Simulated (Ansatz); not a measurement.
# LiInIr: the cost of one run

Computed with Ansatz 0.2.0 (DFT PBEsol, scalar-relativistic, plane waves, PAW, unless a step's input says otherwise).

1 further run of the same task is left out (set aside as unsound or not needed).

**1. The structure to begin with**

The structure is hexagonal, space group P-6m2 (No. 187). The conventional cell has a = 4.278 Å, b = 4.278 Å, c = 2.877 Å, α = 90.00°, β = 90.00°, γ = 120.00°. Around Li (site symmetry -6m2) lie 3 Ir at 2.47 Å. In (site symmetry -6m2) has 6 Li at 2.86 Å and 6 Ir at 2.86 Å and 2 In at 2.88 Å as nearest neighbours. Around Ir (site symmetry -6m2) lie 3 Li at 2.47 Å.

Coordinates:

```cif
data_structure
_symmetry_space_group_name_H-M 'P-6m2'
_symmetry_Int_Tables_number 187
_cell_length_a 4.2785
_cell_length_b 4.2785
_cell_length_c 2.8775
_cell_angle_alpha 90.000
_cell_angle_beta 90.000
_cell_angle_gamma 120.000
_cell_volume 45.62
loop_
_atom_site_label
_atom_site_type_symbol
_atom_site_symmetry_multiplicity
_atom_site_Wyckoff_symbol
_atom_site_fract_x
_atom_site_fract_y
_atom_site_fract_z
_atom_site_occupancy
Li1 Li 1 a 0.00000 0.00000 0.00000 1
In1 In 1 d 0.33333 0.66667 0.50000 1
Ir1 Ir 1 e 0.66667 0.33333 0.00000 1
```

It goes back to an entry of the Materials Project, which need not be the stable form.

It is the result of an earlier relaxation at this level (volume 15.21 Å³/atom; gap on the mesh: none (metal)).

**2. Zero of the scan**

input.yaml reads:

```yaml
crystal:
  lattice:
    - [4.2784703082, 0.0, 0.0]
    - [-2.1392351541, 3.7052639763, 0.0]
    - [0.0, 0.0, 2.8774771593]
  atoms:
    - { symbol: Li, position: [0.0, 0.0, 0.0] }
    - { symbol: In, position: [0.3333333333, 0.6666666667, 0.5] }
    - { symbol: Ir, position: [0.6666666667, 0.3333333333, 0.0] }
basis:
  ecutwfc: 420
kpoints:
  mp_grid: { grid: [12, 12, 16] }
hamiltonian:
  xc: pbesol
scf:
  occupations: { method: gaussian, width: 0.15 }
output:
  forces: true
  stress: true
  eigenvalues: true
```

Launch:

```console
ansatz run input.yaml --threads 1 --pin off --max-ram 2560MiB --backend cpu --events-out ev --progress --plain --runs-dir out
```

**Question.** How long does this run take on 1 thread of Arm Neoverse V1, shared host, and how much memory does it need?

About 13 s, with a peak of 0.45 GiB.
